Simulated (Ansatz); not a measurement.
# CH₄BInO: one species, many methods

The task here is to estimate one member of a computed series from the others.

Program: Ansatz 0.2.0, Gaussian basis. Level of theory: functionals in def2-TZVPP, the program's frozen cores in correlated methods. These are calculated values, not measurements.

The runs, in order: LDA (SPW92), PBE-D4, revPBE-D4, BLYP-D4, r2SCAN-D4, B97M-V, PBE0-D4, B3LYP-D4, r2SCANh-D4, r2SCAN0-D4, HSE06-D4, BHLYP-D4, CAM-B3LYP-D4, LC-ωPBE, ωB97X-V, ωB97M-V, B2PLYP, PBE-QIDH; CCSD(T)/def2-SVP; CCSD(T)/def2-TZVPP; CCSD(T)/def2-QZVPP; extrapolation to the limit; RPA on PBE.

1 further run of the same task is left out (for a known fault of the program).

**The relaxed structure**

The geometry comes from an earlier relaxation with PBE0-D4 in a triple-zeta def2 set; it is a stationary point, not always the lowest conformer. In takes the def2 core potential; no spin-orbit term is included.

8 atoms, charge 0, spin multiplicity 1.

Atoms are counted from 1 here; the program's logs count them from 0.

Bond lengths: In1–C2 2.144 Å, In1–H5 1.721 Å, In1–H6 1.724 Å, C2–B3 1.514 Å, C2–O4 1.539 Å, C2–H7 1.091 Å, B3–O4 1.324 Å, B3–H8 1.185 Å. Angles: C2–In1–H5 118.4°, C2–In1–H6 118.3°, H5–In1–H6 123.2°, In1–C2–B3 125.2°, In1–C2–O4 116.8°, In1–C2–H7 117.5°, B3–C2–O4 51.4°, B3–C2–H7 115.9°, O4–C2–H7 110.1°, C2–B3–O4 65.3°, C2–B3–H8 157.3°, O4–B3–H8 137.4°, C2–O4–B3 63.3°.

The first run:

Input file in.yaml:

```yaml
crystal:
  periodic: [false, false, false]
  atoms:
    - {symbol: In, position_ang: [-1.261975, -0.438854, 0.927115]}
    - {symbol: C, position_ang: [0.293212, 0.623736, -0.097815]}
    - {symbol: B, position_ang: [1.399954, -0.016305, -0.908367]}
    - {symbol: O, position_ang: [0.377981, 0.429853, -1.622537]}
    - {symbol: H, position_ang: [-2.022525, -1.755648, 0.120852]}
    - {symbol: H, position_ang: [-1.656913, 0.039280, 2.535672]}
    - {symbol: H, position_ang: [0.435785, 1.675212, 0.154945]}
    - {symbol: H, position_ang: [2.434502, -0.557285, -1.109855]}
basis:
  gaussian: {orbitals: def2-TZVPP}
hamiltonian: {xc: lda}
output: {orbitals: {seedname: orbitals}}
```

On the command line:

```console
$ ansatz run in.yaml --threads 2 --pin off --events-out ev --progress --plain --max-ram 32768MiB --backend cpu
```

Among the steps run: LDA; PBE-D4 (GGA); revPBE-D4 (GGA); BLYP-D4 (GGA); r2SCAN-D4 (meta-GGA); B97M-V (meta-GGA); PBE0-D4 (hybrid); B3LYP-D4 (hybrid); r2SCANh-D4 (hybrid); r2SCAN0-D4 (hybrid); HSE06-D4 (hybrid); BHLYP-D4 (hybrid); CAM-B3LYP-D4 (range-separated); LC-ωPBE (range-separated); ωB97X-V (range-separated); ωB97M-V (range-separated); B2PLYP (double hybrid); PBE-QIDH (double hybrid).

One table of the session follows, with a row left open; its other results are not shown here.

It belongs to the step «Frontier levels by functional». 

```
  functional  HOMO (eV)  LUMO (eV)  gap (eV)
 LDA (SPW92)      -6.35      -2.81      3.54
      PBE-D4      -6.17      -2.54      3.63
   revPBE-D4      -6.10      -2.42      3.68
     BLYP-D4      -6.05      -2.52      3.54
   r2SCAN-D4      -6.37      -2.25      4.12
      B97M-V      -6.44      -2.52      3.92
     PBE0-D4          ?          ?         ?
    B3LYP-D4      -7.17      -2.09      5.08
  r2SCANh-D4      -6.83      -2.00      4.83
  r2SCAN0-D4      -7.52      -1.63      5.89
    HSE06-D4      -6.97      -2.16      4.81
    BHLYP-D4      -8.50      -1.17      7.33
CAM-B3LYP-D4      -8.72      -1.02      7.70
     LC-ωPBE     -10.04       0.10     10.14
     ωB97X-V      -9.68      -0.04      9.64
     ωB97M-V      -9.57      -0.33      9.24
```

Q: Estimate the row for PBE0-D4 from the others.

The run gave: HOMO (eV): -7.37; LUMO (eV): -1.80; gap (eV): 5.57. In the column «HOMO (eV)» it lies between r2SCAN0-D4 (-7.52) and B3LYP-D4 (-7.17).
